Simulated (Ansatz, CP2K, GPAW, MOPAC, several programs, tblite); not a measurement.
# What each method gives for Na3FO (antiperovskite)

Na3FO (antiperovskite), relaxed with r2SCAN in Ansatz, was computed with several methods. Space group Pm-3m (No. 221), cubic; conventional cell a = 4.347 Å, 16.43 Å³ an atom. F has 12 Na at 3.07 Å; O has 6 Na at 2.17 Å; Na has 2 O at 2.17 Å and 4 F at 3.07 Å. The structure was generated, not taken from experiment, and needn't be the ground state; spin polarisation is off.

```yaml
crystal:
  lattice:
    - [4.34682, 0.00000, 0.00000]
    - [0.00000, 4.34682, 0.00000]
    - [0.00000, 0.00000, 4.34682]
  atoms:
    - { symbol: F, position: [0.00000, 0.00000, 0.00000] }
    - { symbol: O, position: [0.50000, 0.50000, 0.50000] }
    - { symbol: Na, position: [0.50000, 0.50000, 0.00000] }
    - { symbol: Na, position: [0.50000, 0.00000, 0.50000] }
    - { symbol: Na, position: [0.00000, 0.50000, 0.50000] }
```

Gaps and times are for a single point on this cell; volume and bulk modulus come from each method's own relaxation or energy curve at fixed shape. Times are rough, from shared hosts (Arm Neoverse V2), and each method has its own mesh and cell size. A dagger marks a closed or tiny gap in a crystal that DFT finds insulating: a failure of the method or a wrong SCF state. A star marks a curve whose lowest point is an end point. PM6 (MOPAC), PM7 (MOPAC), GFN1-xTB (tblite), GFN2-xTB (tblite) treat a cluster of cells at its zone centre, which samples few k points: where these miss a band edge, the gap comes out too large for that reason alone. Gaps from k meshes are read at a limited set of points (mesh, symmetry points, PBE's band edges), so each method's own least gap may be somewhat smaller. xTB and the PM methods were fitted mostly to molecules, and can miss a solid's gap by electronvolts. Minimal bases can be far off for gaps. GLLB-SC's gap includes the derivative discontinuity. d marks a direct gap, i an indirect one (no mark: not told apart), a dash a value that wasn't computed or didn't pass its checks.

| method | kind | gap (eV) | own volume (Å³/atom) | bulk modulus (GPa) | atoms computed | processor time |
| --- | --- | --- | --- | --- | --- | --- |
| PM7 (MOPAC) | semi-empirical | 13.56 | – | – | 40 | 0.65 s |
| light PBE (260 eV, its own mesh) | light plane-wave | 1.89 d | – | – | 5 | 0.69 s |
| PM6 (MOPAC) | semi-empirical | 11.18 | – | – | 40 | 0.7 s |
| GFN1-xTB (tblite) | tight binding | 0.11† | 17.94* | – | 40 | 1.8 s |
| PBE | semilocal | 2.02 d | 17.12 | 34 | 5 | 2.5 s |
| GFN2-xTB (tblite) | tight binding | 0.00† | – | – | 40 | 3.6 s |
| r2SCAN | semilocal | 2.48 d | 16.43 | 39 | 5 | 5.9 s |
| GLLB-SC (GPAW) | model potential | 6.32 | – | – | 5 | 13 s |
| PBE/SZV (CP2K) | small basis | 0.63 d | 17.43 | 35 | 5 | 15 s |
| PBE/DZVP (CP2K) | small basis | 2.05 d | 17.16 | 33 | 5 | 16 s |

Against r2SCAN (2.48 eV) and with closed or daggered gaps left aside, the nearest gap at the points sampled is that of PBE/DZVP (CP2K) (-0.43 eV) and the farthest that of PM7 (MOPAC) (+11.08 eV). r2SCAN is only a yardstick of convenience: semilocal gaps usually lie below measured ones, which GLLB-SC and hybrids aim to mend.

Volumes against r2SCAN's: PBE +4.2 %, PBE/SZV (CP2K) +6.1 %, PBE/DZVP (CP2K) +4.5 %.
